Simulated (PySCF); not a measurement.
CGeH6, in a box:

```
C Ge H
1.0
    13.00000    0.00000    0.00000
     0.00000   12.00000    0.00000
     0.00000    0.00000   13.00000
C Ge H
1 1 6
Direct
  0.46066 0.53215 0.42235
  0.50742 0.50113 0.56220
  0.37842 0.54997 0.42196
  0.50141 0.60398 0.39104
  0.47499 0.46051 0.37277
  0.48694 0.60198 0.63247
  0.62358 0.47632 0.56305
  0.45029 0.39953 0.60647
```

Base run:

| Quantity | Value |
| --- | --- |
| Program | PySCF 2.14.0 |
| Functional | B97-D |
| Dispersion | D3 |
| Potentials or basis | def2-svp (all-electron) |
| k mesh | 1 × 1 × 1 |
| Occupations | fixed |
| Spin | no spin polarisation |

Its results: gap between the frontier levels 8.21 eV.

Problem. After a change of settings the same cell gave: gap between the frontier levels 9.95 eV. Which change was it?
A. functional from B97-D to B3PW91
B. functional from B97-D to M06-L; dispersion from D3 to none
C. functional from B97-D to RPBE; dispersion from D3 to D3(BJ)

Solution. A.

Caveats: this is a molecule in a periodic box at the Γ point, so its band gap is the HOMO-LUMO gap; relativity is left out, which matters for the heavier elements; the basis of atomic orbitals isn't converged, which shifts pressures, moduli and gaps.

Runs at the PBE level aren't shown here.
